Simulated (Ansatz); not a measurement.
**BiTe under changes of volume**

One of the cells (33.855 Å³/atom); the others are scaled copies at fixed shape and fractional positions:

```
Bi Te
1.0
     0.00000    3.23500    3.23500
     3.23500    0.00000    3.23500
     3.23500    3.23500    0.00000
Bi Te
1 1
Direct
  0.00000 0.00000 0.00000
  0.50000 0.50000 0.50000
```

* Program: Ansatz 0.2.0
* Functional: HSE06
* Potentials or basis: Ansatz PAW
* Cutoff: 420 eV (not typed: the program's choice for these potentials)
* k mesh: 4 × 4 × 4
* Occupations: fermi-dirac, width 0.05 eV
* Spin: no spin polarisation

| volume (Å³/atom) | energy over the lowest point (meV/atom) | pressure (GPa) |
| --- | --- | --- |
| 31.824 | 6.87 | 2.2 |
| 32.501 | 0.77 | 0.9 |
| 33.178 | 0.00 | -0.3 |
| 33.855 | 3.93 | -1.3 |
| 34.532 | 11.92 | -2.2 |
| 35.209 | 23.39 | -2.9 |
| 35.886 | ? | ? |

Problem. What does the run at 35.886 Å³/atom give?

Solution. Energy over the lowest point 37.76 meV/atom; pressure -3.6 GPa.

Worked out: A Birch-Murnaghan fit of order 3 (a polynomial in V^(-2/3)) to the other rows has its minimum at 32.94 Å³/atom with B0 = V·E''(V) = 56 GPa and B' = 5.8. It gives 37.92 meV/atom at 35.886 Å³/atom, against the run's 37.76, and -dE/dV = -3.8 GPa, against -3.6.

Energies are extrapolated to zero smearing.

Caveats: all runs use coarse meshes; the PAW data sets come from PBE, with cores solved anew for the run's functional, which leaves a small shift of forces and pressure; the thresholds are loose for stress.
